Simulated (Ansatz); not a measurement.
What does this script print? It uses Ansatz 0.2.0, Python API.

Script `ch2fnse.py`:
```python
import logging
import sys

import ansatz
import numpy as np

logging.basicConfig(stream=sys.stdout, format="[%(levelname)s] %(message)s")
log = logging.getLogger("run")
log.setLevel(logging.INFO)

GEOMETRY = """
N    -0.59640    0.35230    0.26910
C     0.53150   -0.38020    0.07680
F     1.14280   -0.90190    1.13600
Se    1.12030   -0.50770   -2.15180
H    -1.02260    0.55790    1.19730
H    -1.13360    0.81550   -0.57350
"""


def main() -> None:
    molecule = ansatz.Crystal.molecule()
    for line in GEOMETRY.strip().splitlines():
        symbol, *xyz = line.split()
        molecule = molecule.atom(symbol, [float(v) for v in xyz])

    symbols = [site.symbol for site in molecule.cartesian_sites]
    start = np.array([site.position_ang for site in molecule.cartesian_sites])
    axis = (start[1] - start[0]) / np.linalg.norm(start[1] - start[0])
    moving = [1, 2, 3]
    lengths, energies = [1.196, 1.25, 1.304, 1.359, 1.413, 1.467, 1.522, 1.603], []
    for length in lengths:
        xyz = start.copy()
        xyz[moving] += (length - np.linalg.norm(start[1] - start[0])) * axis
        point = ansatz.Crystal.molecule()
        for symbol, place in zip(symbols, xyz):
            point = point.atom(symbol, place.tolist())
        calc = (
            point.calculation()
            .basis(gaussian="def2-SVP")
            .functional("PBE")
        )
        summary = calc.run().report
        energies.append(summary["free_energy_ev"])
        log.info(f"r = {length:6.3f} A  E = {energies[-1]:.5f} eV  <S^2> = {abs(summary['mean_field']['state']['spin_squared']):.3f}")

    fit = np.polynomial.Polynomial.fit(lengths, np.array(energies) - min(energies), 4).convert()
    roots = [r.real for r in fit.deriv().roots() if abs(r.imag) < 1e-9 and fit.deriv(2)(r.real) > 0]
    r_e = min(roots, key=lambda r: abs(r - lengths[int(np.argmin(energies))]))
    log.info(f"minimum of the fit at {r_e:.4f} A, force constant {fit.deriv(2)(r_e):.2f} eV/A^2")


if __name__ == "__main__":
    main()
```

```console
$ python ch2fnse.py
[INFO] r =  1.196 A  E = -70596.26209 eV  <S^2> = 0.000
[INFO] r =  1.250 A  E = -70596.62658 eV  <S^2> = 0.000
[INFO] r =  1.304 A  E = -70596.75548 eV  <S^2> = 0.000
[INFO] r =  1.359 A  E = -70596.71240 eV  <S^2> = 0.000
[INFO] r =  1.413 A  E = -70596.54889 eV  <S^2> = 0.000
[INFO] r =  1.467 A  E = -70596.30253 eV  <S^2> = 0.000
[INFO] r =  1.522 A  E = -70595.99521 eV  <S^2> = 0.000
[INFO] r =  1.603 A  E = -70595.48350 eV  <S^2> = 0.000
[INFO] minimum of the fit at 1.3157 A, force constant 54.63 eV/A^2
```

What to keep in mind:
- Total energies depend on the basis set; only differences at equal settings carry meaning.
- The rest of the molecule is held rigid at a force-field or estimated start geometry, and the basis set is modest; single-reference methods fail as a bond breaks.
- The orbitals are restricted, so S² is zero by construction.
- Run time: 13 s on 1 thread of Arm Neoverse V1, with other jobs on the host, peak memory 0.19 GiB.
